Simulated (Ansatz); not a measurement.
# In3Se: the cost of one run

Program: Ansatz 0.2.0. Level of theory: DFT PBE, scalar-relativistic, plane waves, PAW, unless a step names another level. These are calculated values, not measurements.

1 further run of the same task is left out (it didn't finish).

**1. The system as given**

It takes space group P-3m1 (No. 164, trigonal). Conventional cell: a = 4.016 Å, b = 4.016 Å, c = 8.227 Å, α = 90.00°, β = 90.00°, γ = 120.00°. In (site symmetry -3m) is surrounded by 6 In at 3.25 Å. Around In (site symmetry 3m) lie 3 Se at 2.95 Å and 3 In at 3.25 Å. Se (site symmetry -3m) is surrounded by 6 In at 2.95 Å.

Structure file:

```xyz
4
Lattice="4.0159 0.0000 0.0000 -2.0080 3.4779 0.0000 0.0000 0.0000 8.2266" Properties=species:S:1:pos:R:3 pbc="T T T"
In    0.0000    0.0000    4.1133
In    0.0000    2.3186    1.8289
In    2.0080    1.1593    6.3978
Se    0.0000    0.0000    0.0000
```

The cell was relaxed beforehand at this level, from a generated guess; it is a trial structure. At a tolerance of 0.05 Å it has space group P-3m1 (No. 164); it has 28.73 Å³/atom, an uncorrected energy of -0.17 eV/atom over the elements.

**2. Static run: bands, density of states and charges**

File input.yaml:

```yaml
crystal:
  lattice:
    - [4.0159310837, 0.0, 0.0]
    - [-2.0079655419, 3.4778983383, 0.0]
    - [0.0, 0.0, 8.2266367979]
  atoms:
    - { symbol: In, position: [0.0, 0.0, 0.5] }
    - { symbol: In, position: [0.3333333333, 0.6666666667, 0.222308766] }
    - { symbol: In, position: [0.6666666667, 0.3333333333, 0.777691234] }
    - { symbol: Se, position: [0.0, 0.0, 0.0] }
basis:
  ecutwfc: 420
kpoints:
  mp_grid: { grid: [12, 12, 6] }
  band_path:
    path:
      - [[0.0, 0.0, 0.0], [0.5, 0.0, 0.0], [0.33333333, 0.33333333, 0.0], [0.0, 0.0, 0.0], [0.0, 0.0, 0.5], [0.5, 0.0, 0.5], [0.33333333, 0.33333333, 0.5], [0.0, 0.0, 0.5]]
      - [[0.5, 0.0, 0.5], [0.5, 0.0, 0.0]]
      - [[0.33333333, 0.33333333, 0.5], [0.33333333, 0.33333333, 0.0]]
    npoints: 14
hamiltonian:
  xc: pbe
scf:
  occupations: { method: gaussian, width: 0.1 }
  n_extra_bands: 10
output:
  forces: true
  stress: true
  eigenvalues: true
  populations: true
  dos: { projected: true, de: 0.02, nscf_kmesh: { grid: [15, 15, 8] } }
  bader: true
  write_density: true
  write_potential: true
  elf: true
  volumetric_format: npy
```

On the command line:

```
$ ansatz run input.yaml --threads 1 --pin off --max-ram 2560MiB --backend cpu --events-out ev --progress --plain --runs-dir out
```

**Question.** How long does this run take on 1 thread of AMD EPYC 7R43 (Zen 3), shared host, and how much memory does it need?

About 1.9 min, with a peak of 0.79 GiB.
